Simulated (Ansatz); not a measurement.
This was printed by a script on the Ansatz DFT code, driven from Python, for a band structure of BaZn, space group Pm-3m. What did the script look like? Use: PBEsol, PAW, cutoff 320 eV, 6×6×6 k-points, Fermi-Dirac smearing of 0.15 eV, D4 dispersion.

```
Ba Zn
1.0
     4.07851    0.00000    0.00000
     0.00000    4.07851    0.00000
     0.00000    0.00000    4.07851
Ba Zn
1 1
Cartesian
  0.0000 0.0000 0.0000
  2.0393 2.0393 2.0393
```

Output of `python run_bands.py`:
```text
converged          True
n_iterations       10
n_electrons        22.0
n_kpoints          10
n_pw               895
n_symmetry_ops     48
free_energy_ev     -9143.984486795933
fermi_energy_ev    7.673116986978815
gap on the k mesh: withheld (metal, or smearing too wide to tell)
lowest empty less highest filled band, by band count: -1.614 eV
zero of the bands: 7.673 eV, the Fermi level found on the SCF mesh
channel 0: bands that cross the Fermi level on this path: [11, 12, 13]
  0.000   0.000   0.000      0.542    0.542    3.602
  0.000   0.062   0.000      0.552    0.560    3.434
  0.000   0.125   0.000      0.529    0.612    3.112
  0.000   0.188   0.000      0.344    0.694    2.735
  0.000   0.250   0.000     -0.064    0.799    2.383
  0.000   0.312   0.000     -0.604    0.914    2.087
  0.000   0.375   0.000     -1.166    1.022    1.865
  0.000   0.438   0.000     -1.652    1.102    1.728
  0.000   0.500   0.000     -1.877    1.131    1.681
  0.062   0.500   0.000     -1.810    1.179    1.604
  0.125   0.500   0.000     -1.620    1.314    1.417
  0.188   0.500   0.000     -1.326    1.205    1.509
  0.250   0.500   0.000     -0.954    1.022    1.696
  0.312   0.500   0.000     -0.530    0.890    1.762
  0.375   0.500   0.000     -0.075    0.808    1.622
  0.438   0.500   0.000      0.388    0.767    1.305
  0.500   0.500   0.000      0.755    0.755    0.979
  0.438   0.438   0.000      0.217    0.765    1.458
  0.375   0.375   0.000     -0.290    0.788    1.840
  0.312   0.312   0.000     -0.456    0.804    1.962
  0.250   0.250   0.000     -0.185    0.786    1.863
  0.188   0.188   0.000      0.316    0.726    1.791
  0.125   0.125   0.000      0.587    0.642    2.197
  0.062   0.062   0.000      0.571    0.571    3.041
  0.000   0.000   0.000      0.542    0.542    3.602
  0.062   0.062   0.062      0.587    0.587    2.784
  0.125   0.125   0.125      0.693    0.693    1.749
  0.188   0.188   0.188      0.699    0.699    1.142
  0.250   0.250   0.250      0.341    0.341    1.134
  0.312   0.312   0.312     -0.230   -0.230    1.460
  0.375   0.375   0.375     -0.744   -0.744    0.808
  0.438   0.438   0.438     -1.084   -1.084   -0.397
  0.500   0.500   0.500     -1.203   -1.203   -1.203
  0.438   0.500   0.438     -1.134   -1.105   -0.607
  0.375   0.500   0.375     -0.930   -0.846    0.376
  0.312   0.500   0.312     -0.600   -0.564    1.492
  0.250   0.500   0.250     -0.540   -0.158    2.544
  0.188   0.500   0.188     -0.903    0.374    1.965
  0.125   0.500   0.125     -1.385    0.946    1.510
  0.062   0.500   0.062     -1.746    1.227    1.455
  0.000   0.500   0.000     -1.877    1.131    1.681
```

The script that was run (others could print the same):

Script `run_bands.py`:
```python
import warnings

import ansatz as az
import numpy as np
from pymatgen.core import Lattice, Structure
from pymatgen.io.ase import AseAtomsAdaptor


def main() -> None:
    warnings.simplefilter('ignore', az.DeckWarning)

    pmg_structure = Structure(
        Lattice([(4.078513, 0.0, 0.0), (0.0, 4.078513, 0.0), (0.0, 0.0, 4.078513)]),
        ['Ba', 'Zn'],
        [
            (0.0, 0.0, 0.0),
            (0.5, 0.5, 0.5),
        ],
    )
    cell = az.Crystal.from_ase(AseAtomsAdaptor.get_atoms(pmg_structure))

    path = [
        ('G', (0.0, 0.0, 0.0)),
        ('X', (0.0, 0.5, 0.0)),
        ('M', (0.5, 0.5, 0.0)),
        ('G', (0.0, 0.0, 0.0)),
        ('R', (0.5, 0.5, 0.5)),
        ('X', (0.0, 0.5, 0.0)),
    ]
    base = (
        cell.calculation()
        .scf(tolerance=1e-09, max_iterations=200)
        .basis(320)
        .functional('PBEsol', dispersion='d4')
        .kpoints(6, center='monkhorst-pack')
        .occupations('fermi_dirac', width=0.15)
        .band_structure([point for _, point in path], intervals=8)
        .scf(extra_bands=10)
        .band_table()
    )
    result = base.run()
    rep = result.report

    for key in ('converged', 'n_iterations', 'n_electrons', 'n_kpoints', 'n_pw', 'n_symmetry_ops', 'free_energy_ev', 'fermi_energy_ev'):
        print(f'{key:18s} {rep[key]}')

    gap = None if 'band_edges_ev' not in rep else rep['band_edges_ev'][1] - rep['band_edges_ev'][0]
    print('gap on the k mesh:', 'withheld (metal, or smearing too wide to tell)' if gap is None else f'{gap:.3f} eV')
    print('lowest empty less highest filled band, by band count:', round(rep['gap_by_band_count_ev'], 3), 'eV')

    bands = result.band_structure()
    fermi = bands.fermi_energy_ev
    print(f'zero of the bands: {fermi:.3f} eV, the Fermi level found on the SCF mesh')
    for spin, channel in enumerate(bands.channels):
        levels = channel.eigenvalues_ev - fermi
        crossing = [b for b in range(levels.shape[1]) if levels[:, b].min() < 0 < levels[:, b].max()]
        print(f'channel {spin}: bands that cross the Fermi level on this path:', [b + 1 for b in crossing] or 'none')
        shown = crossing or sorted(np.argsort(np.abs(levels).min(axis=0))[:2])
        for k, row in zip(bands.kpoints_frac, levels[:, shown]):
            print(f'{k[0]:7.3f} {k[1]:7.3f} {k[2]:7.3f}  ', ' '.join(f'{e:8.3f}' for e in row))


if __name__ == '__main__':
    main()
```

Reading the output:
- These settings explore the input space; cutoff and mesh may be short of convergence.
- The cutoff lies under the one recommended for these potentials.
- Dispersion corrections can be off by several per cent in the lattices of metals, and by several GPa in the pressure at a fixed cell.
- The mesh is modest for a metal, so energies can be off by several to tens of meV an atom and pressures by half a GPa or more; differences at equal mesh fare better.
- Only differences from the Fermi energy are physical; the zero of the scale is a convention.
- A Fermi-Dirac width this large means warm electrons, whose thermal share enters the free energy.
- A gap by band count of zero or less means overlapping bands, a metal.
- This cell is a computed structure, which may not be the phase found in nature.
- Gaps and levels are Kohn-Sham values on a finite set of k-points, without spin-orbit coupling.
- The script silences the warnings on its input, which a real study should read.
- Hardware and time: 2.2 s on 1 thread of AMD EPYC 7B13 (Zen 3), on a shared host, peak memory 0.43 GiB.

(Lines on the test bed's own set-up are left out of the output.)
